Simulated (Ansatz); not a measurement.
# Ta3BN3: the cost of one run

Program: Ansatz 0.2.0. Level of theory: DFT PBE, scalar-relativistic, plane waves, PAW, unless a step names another level. These are calculated values, not measurements.

10 further runs of the same task are left out: 10 set aside as unsound or not needed.

## (1) Plan

Pauling electronegativities: Ta 1.50, B 2.04, N 3.04 (spread 1.54). The formula balances with common oxidation states: Ta +4, N -3, B -3. Tabulated atomic sizes suggest about 12 Å³/atom. 34 candidates were drawn, by swapping species into database cells of other compounds, at random by space group and Wyckoff sites, or by hand, as the table says:

```
name                  made from  space group no.                      Wyckoff sites  atoms (primitive cell)  V (Å³/atom)
 c01                     random              156                  Ta 3d; B 1a; N 3d                       7         15.0
 c02                     random               99          Ta 2c, 1a; B 1a; N 2c, 1b                       7         15.5
 c03                     random               99          Ta 2c, 1b; B 1b; N 1a, 2c                       7         15.1
 c04                     random              183              Ta 3c; B 1a; N 2b, 1a                       7         15.5
 c05                     random              115          Ta 1d, 2g; B 1c; N 1b, 2e                       7         12.1
 c06                     random               12          Ta 4e, 2b; B 2d; N 4i, 2c                       7         14.1
 c07    database cell of Cd3PI3                6  Ta 1a, 1b, 1b; B 1b; N 1a, 1b, 1a                       7         14.3
 c08  database cell of La3GaBr3              221                  Ta 3c; B 1b; N 3d                       7         13.3
 c09                     random              221                  Ta 3d; B 1a; N 3c                       7         15.6
 c10   database cell of Zn3SbN3                8          Ta 2a, 4b; B 2a; N 4b, 2a                       7         12.3
 c11                     random              166              Ta 6c, 3a; B 3b; N 9e                       7         14.0
 c12                     random               38          Ta 4e, 2a; B 2a; N 4c, 2b                       7         14.3
 c13                     random               38          Ta 4c, 2a; B 2a; N 2a, 4e                       7         15.5
 c14                     random              107          Ta 4b, 2a; B 2a; N 4b, 2a                       7         15.4
 c15                     random              166              Ta 9e; B 3b; N 6c, 3a                       7         13.1
 c16                     random                3      Ta 2e, 1b; B 1c; N 1b, 1d, 1c                       7         15.1
 c17                     random              191              Ta 2e, 1a; B 1b; N 3g                       7         15.4
 c18    database cell of Ca3BN3              123          Ta 1a, 2h; B 1b; N 2g, 1c                       7         11.8
 c19                     random              123          Ta 2h, 1d; B 1b; N 2g, 1c                       7         15.6
 c20                     random              221                  Ta 3c; B 1a; N 3d                       7         14.0
 c21                     random               47      Ta 2r, 1g; B 1h; N 1f, 1c, 1a                       7         12.3
 c22  database cell of NbZn3Ga3              166                  Ta 9e; B 3a; N 9d                       7         12.9
 c23    database cell of Mg3BN3               47          Ta 1a, 2t; B 1c; N 1f, 2q                       7         10.6
 c24  database cell of Tl3AsSe3              160                  Ta 9b; B 3a; N 9b                       7         12.3
 c25                     random                8          Ta 4b, 2a; B 2a; N 4b, 2a                       7         13.2
 c26                     random              191              Ta 3g; B 1a; N 1b, 2d                       7         14.5
 c27   database cell of Si3P3Ir                1  Ta 1a, 1a, 1a; B 1a; N 1a, 1a, 1a                       7         12.3
 c28                     random              166              Ta 9d; B 3a; N 3b, 6c                       7         12.9
 c29                     random              187              Ta 2g, 1d; B 1f; N 3k                       7         13.1
 c30                     random               47          Ta 2q, 1d; B 1b; N 2s, 1e                       7         13.3
 c31                     random               65          Ta 2d, 4f; B 2b; N 4e, 2a                       7         13.1
 c32                     random              166              Ta 6c, 3b; B 3a; N 9e                       7         13.6
 c33                     random               35          Ta 2b, 4c; B 2a; N 2b, 4e                       7         12.9
 c34   database cell of LiCu3O3              221                  Ta 3d; B 1b; N 3c                       7         11.1
```

## (2) Screening run of c02

input.yaml reads:

```yaml
crystal:
  lattice:
    - [4.49801437, 0.0, 0.0]
    - [0.0, 4.49801437, 0.0]
    - [0.0, 0.0, 5.35028142]
  atoms:
    - { symbol: Ta, position: [0.5, 0.0, 0.32614691] }
    - { symbol: Ta, position: [0.0, 0.5, 0.32614691] }
    - { symbol: Ta, position: [0.0, 0.0, 0.07691748] }
    - { symbol: B, position: [0.0, 0.0, 0.74230208] }
    - { symbol: "N", position: [0.5, 0.0, 0.92854693] }
    - { symbol: "N", position: [0.0, 0.5, 0.92854693] }
    - { symbol: "N", position: [0.5, 0.5, 0.54727373] }
basis:
  ecutwfc: 420
kpoints:
  mp_grid: { grid: [3, 3, 2] }
hamiltonian:
  xc: pbe
scf:
  occupations: { method: gaussian, width: 0.15 }
  lower_state_search: "off"
output:
  forces: true
  stress: true
  eigenvalues: true
relax:
  adjacent_minimum: "off"
  f_tol: 0.08
  max_steps: 16
  cell: { stress_tol: 0.8 }
```

On the command line:

```bash
ansatz run input.yaml --threads 1 --pin off --max-ram 2560MiB --backend cpu --events-out ev --progress --plain --runs-dir out
```

**Question.** How long does this run take on 1 thread of Arm Neoverse V1, shared host, and how much memory does it need?

About 45 s, with a peak of 0.33 GiB.
